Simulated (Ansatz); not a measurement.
# CH3F3Si: the cost of one run

Computed with Ansatz 0.2.0, Gaussian basis. Level: the settings change from run to run.

### 1 The geometry

The geometry comes from an earlier relaxation with PBE0-D4 in a triple-zeta def2 set; it is a stationary point, not always the lowest conformer.

SMILES `FC[SiH](F)F`, 8 atoms, charge 0, spin multiplicity 1.

Atoms are counted from 1 here; the program's logs count them from 0.

Bond lengths: F1–C2 1.390 Å, C2–Si3 1.874 Å, C2–H6 1.096 Å, C2–H7 1.095 Å, Si3–F4 1.588 Å, Si3–F5 1.585 Å, Si3–H8 1.474 Å. Angles: F1–C2–Si3 109.3°, F1–C2–H6 108.5°, F1–C2–H7 108.6°, Si3–C2–H6 111.1°, Si3–C2–H7 111.4°, H6–C2–H7 107.7°, C2–Si3–F4 107.3°, C2–Si3–F5 109.7°, C2–Si3–H8 114.1°, F4–Si3–F5 107.7°, F4–Si3–H8 109.4°, F5–Si3–H8 108.5°.

### 2 CAM-B3LYP/def2-SVPD

in.yaml reads:

```yaml
crystal:
  periodic: [false, false, false]
  atoms:
    - {symbol: F, position_ang: [-0.819930, 1.741805, -0.078859]}
    - {symbol: C, position_ang: [-0.018852, 0.798203, 0.553812]}
    - {symbol: Si, position_ang: [0.026706, -0.766748, -0.476501]}
    - {symbol: F, position_ang: [0.834367, -1.854782, 0.351834]}
    - {symbol: F, position_ang: [0.820701, -0.497841, -1.821434]}
    - {symbol: H, position_ang: [-0.431127, 0.603217, 1.549986]}
    - {symbol: H, position_ang: [0.983412, 1.220490, 0.684034]}
    - {symbol: H, position_ang: [-1.303076, -1.301544, -0.818672]}
basis:
  gaussian: {orbitals: def2-SVPD}
hamiltonian: {xc: {name: CAM-B3LYP}}
output: {forces: true}
```

Run with:

```console
$ ansatz run in.yaml --threads 2 --pin off --events-out ev --progress --plain --max-ram 4352MiB
```

**Question.** How long does this run take on 2 threads of Arm Neoverse V1, shared host, and how much memory does it need?

About 3.7 s, with a peak of 0.37 GiB.
